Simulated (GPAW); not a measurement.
The system is MoI.

```
Mo I
1.0
     3.62326    0.00000    0.00000
     0.00000    3.62326    0.00000
     0.00000    0.00000    5.04208
Mo I
1 1
Direct
  0.50000 0.50000 0.50000
  0.00000 0.00000 0.50000
```

The cell was built by a generator and needn't be a form met in nature.

| Item | Value |
| --- | --- |
| Program | GPAW 26.7.0 |
| Task | relaxation of cell and atoms |
| Functional | PBE |
| Dispersion | D3(BJ) |
| Potentials or basis | GPAW PAW data sets (gpaw-data 1.2.1) |
| Cutoff | 600 eV |
| Basis | pw |
| k mesh | 7 × 7 × 5 |
| Occupations | fermi-dirac, width 0.05 eV |
| Spin | no spin polarisation |

At the start: pressure 9.7 GPa; volume 33.10 Å³/atom.

Where does the relaxation end?

Over 21 steps the energy falls by 941.2 meV/atom and the volume is 22.97 Å³/atom (-30.6 %); space group P4/mmm (No. 123, to 0.05 Å).

The path:
```csv
step,energy change (eV),largest force (eV/Å),pressure (GPa),volume (Å³)
1,0.0000,0.0000,9.71,66.19
2,-0.2840,0.0000,3.72,69.10
3,-0.4268,0.0000,-1.31,71.79
4,-0.4632,0.0000,-2.82,72.02
5,-0.5606,0.0000,-5.74,70.77
6,-0.7404,0.0000,-9.24,67.20
7,-0.9317,0.0000,-11.65,63.57
8,-1.1437,0.0000,-12.78,59.93
9,-1.2240,0.0000,-12.04,55.98
10,-1.3222,0.0000,-6.40,52.19
11,-1.3707,0.0000,-11.36,53.86
12,-1.4633,0.0000,-9.78,52.39
13,-1.5820,0.0000,48.41,47.75
14,-1.5263,0.0000,-9.39,51.48
15,-1.5691,0.0000,-8.98,50.81
16,-1.5360,0.0000,6.10,42.92
17,-1.5668,0.0000,0.79,44.97
18,-1.5899,0.0000,1.22,45.01
19,-1.8820,0.0000,0.16,45.83
20,-1.8821,0.0000,0.04,45.95
21,-1.8824,0.0000,-0.02,45.94
```

Final structure:
```xyz
2
Lattice="3.8484 0.0000 0.0000 0.0000 3.8484 0.0000 0.0000 0.0000 3.1022" Properties=species:S:1:pos:R:3 pbc="T T T"
Mo    1.9242    1.9242    1.5511
I     0.0000    0.0000    1.5511
```

Caveat: later steps reuse the first step's grids; the volume moved by over 15 % at a fixed basis, so the end points are rough; an odd number of electrons without spin polarisation forces a metal; a magnetic or distorted state may lie lower.
